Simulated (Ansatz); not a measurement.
# Ge5H2: the cost of one run

Computed with Ansatz 0.2.0 (DFT LDA, scalar-relativistic, plane waves, PAW, unless a step's input says otherwise).

3 further runs of the same task are left out: 3 set aside as unsound or not needed.

## 1. The structure to begin with

It takes space group Pm (No. 6, monoclinic). Conventional cell: a = 7.950 Å, b = 7.950 Å, c = 19.378 Å, α = 90.00°, β = 90.00°, γ = 90.00°. Around Ge (site symmetry m) lie 2 H at 1.54 Å. Around Ge (site symmetry m) lie 4 Ge at 2.43 to 2.44 Å. Around Ge (site symmetry m) lie 4 Ge at 2.43 to 2.46 Å. Ge (site symmetry m) has 4 Ge at 2.40 to 2.43 Å as nearest neighbours. Around Ge (site symmetry m) lie 4 Ge at 2.41 to 2.43 Å. Only part of the 20 independent sites is listed.

As a file:

```cif
data_structure
_symmetry_space_group_name_H-M 'Pm'
_symmetry_Int_Tables_number 6
_cell_length_a 7.9505
_cell_length_b 7.9505
_cell_length_c 19.3783
_cell_angle_alpha 90.000
_cell_angle_beta 90.000
_cell_angle_gamma 90.000
_cell_volume 1224.90
loop_
_atom_site_label
_atom_site_type_symbol
_atom_site_symmetry_multiplicity
_atom_site_Wyckoff_symbol
_atom_site_fract_x
_atom_site_fract_y
_atom_site_fract_z
_atom_site_occupancy
Ge1 Ge 1 b 0.50000 0.50000 0.25319 1
Ge2 Ge 1 a 0.50000 0.00000 0.25319 1
Ge3 Ge 1 b 0.00000 0.50000 0.25319 1
Ge4 Ge 1 a 0.00000 0.00000 0.25319 1
Ge5 Ge 1 b 0.75000 0.50000 0.32572 1
Ge6 Ge 1 a 0.75000 0.00000 0.32572 1
Ge7 Ge 1 b 0.25000 0.50000 0.32572 1
Ge8 Ge 1 a 0.25000 0.00000 0.32572 1
Ge9 Ge 2 c 0.74441 0.74867 0.39984 1
Ge10 Ge 2 c 0.25289 0.74912 0.39543 1
Ge11 Ge 2 c 0.00128 0.74073 0.46912 1
Ge12 Ge 2 c 0.49531 0.72378 0.47400 1
Ge13 Ge 1 a 0.09914 0.00000 0.51798 1
Ge14 Ge 1 b 0.11390 0.50000 0.51798 1
Ge15 Ge 1 a 0.39900 0.00000 0.50441 1
Ge16 Ge 1 b 0.42922 0.50000 0.56030 1
H1 H 2 c 0.50906 0.65429 0.20560 1
H2 H 2 c 0.50906 0.15429 0.20560 1
H3 H 2 c 0.99094 0.34571 0.20560 1
H4 H 2 c 0.99094 0.84571 0.20560 1
```

This is the geometry of the first run shown, built on a cell relaxed beforehand with the same method.

## 2. The scan

Atoms count from 1 in the order of the input.

Two atoms of the surface dimers are held at set heights.

- height of Ge17 above its place in the flat dimer: 7 values from −0.669 to 0.647 Å
- height of Ge18 above its place in the flat dimer: 7 values from −0.669 to 0.647 Å

Relaxed at each point: all atoms of the upper layers, but for the two heights. Points are written as (first, second).

## 3. Grid point (−0.226 Å, −0.226 Å)

The input, input.yaml:

```yaml
crystal:
  lattice:
    - [7.9504584305, 0.0, 0.0]
    - [0.0, 7.9504584305, 0.0]
    - [0.0, 0.0, 19.3782629924]
  atoms:
    - { symbol: Ge, position: [0.5, 0.5, 0.253192968] }
    - { symbol: Ge, position: [0.5, 0.0, 0.253192968] }
    - { symbol: Ge, position: [0.0, 0.5, 0.253192968] }
    - { symbol: Ge, position: [0.0, 0.0, 0.253192968] }
    - { symbol: Ge, position: [0.75, 0.5, 0.325720406] }
    - { symbol: Ge, position: [0.75, 0.0, 0.325720406] }
    - { symbol: Ge, position: [0.25, 0.5, 0.325720406] }
    - { symbol: Ge, position: [0.25, 0.0, 0.325720406] }
    - { symbol: Ge, position: [0.7444075123, 0.7486670799, 0.3998381198] }
    - { symbol: Ge, position: [0.7444075123, 0.2513329201, 0.3998381198] }
    - { symbol: Ge, position: [0.2528928934, 0.7491189057, 0.3954312519] }
    - { symbol: Ge, position: [0.2528928934, 0.2508810943, 0.3954312519] }
    - { symbol: Ge, position: [0.0012779442, 0.7407251739, 0.4691194978] }
    - { symbol: Ge, position: [0.0012779442, 0.2592748261, 0.4691194978] }
    - { symbol: Ge, position: [0.495309634, 0.7237820392, 0.4740027228] }
    - { symbol: Ge, position: [0.495309634, 0.2762179608, 0.4740027228] }
    - { symbol: Ge, position: [0.0991351706, 0.0, 0.5179750986] }
    - { symbol: Ge, position: [0.1138967748, 0.5, 0.5179750986] }
    - { symbol: Ge, position: [0.3990026032, 0.0, 0.5044091042] }
    - { symbol: Ge, position: [0.4292231515, 0.5, 0.5603029195] }
    - { symbol: H, position: [0.5090621173, 0.6542935074, 0.2055986752] }
    - { symbol: H, position: [0.5090621173, 0.3457064926, 0.2055986752] }
    - { symbol: H, position: [0.5090621173, 0.1542935074, 0.2055986752] }
    - { symbol: H, position: [0.5090621173, -0.1542935074, 0.2055986752] }
    - { symbol: H, position: [-0.0090621173, 0.3457064926, 0.2055986752] }
    - { symbol: H, position: [-0.0090621173, 0.6542935074, 0.2055986752] }
    - { symbol: H, position: [-0.0090621173, -0.1542935074, 0.2055986752] }
    - { symbol: H, position: [-0.0090621173, 0.1542935074, 0.2055986752] }
basis:
  ecutwfc: 420
kpoints:
  mp_grid: { grid: [3, 3, 1] }
hamiltonian:
  xc: lda
scf:
  occupations: { method: gaussian, width: 0.05 }
output:
  forces: true
  eigenvalues: true
relax:
  adjacent_minimum: "off"
  f_tol: 0.03
  max_steps: 30
  constraints:
    - { sites: [0, 1, 2, 3, 4, 5, 6, 7, 20, 21, 22, 23, 24, 25, 26, 27] }
    - { sites: [16, 17], fix: z }
efield:
  axis: 3
  dipole_correction: true
  ramp_width: 0.04
```

Started as:

```console
$ ansatz run input.yaml --threads 4 --pin off --max-ram 12288MiB --backend cpu --events-out ev --progress --plain --runs-dir out
```

Q: Estimate wall time and peak memory on 4 threads of Intel Xeon 6975P-C (Granite Rapids), shared host.

About 57 s, with a peak of 3.3 GiB.
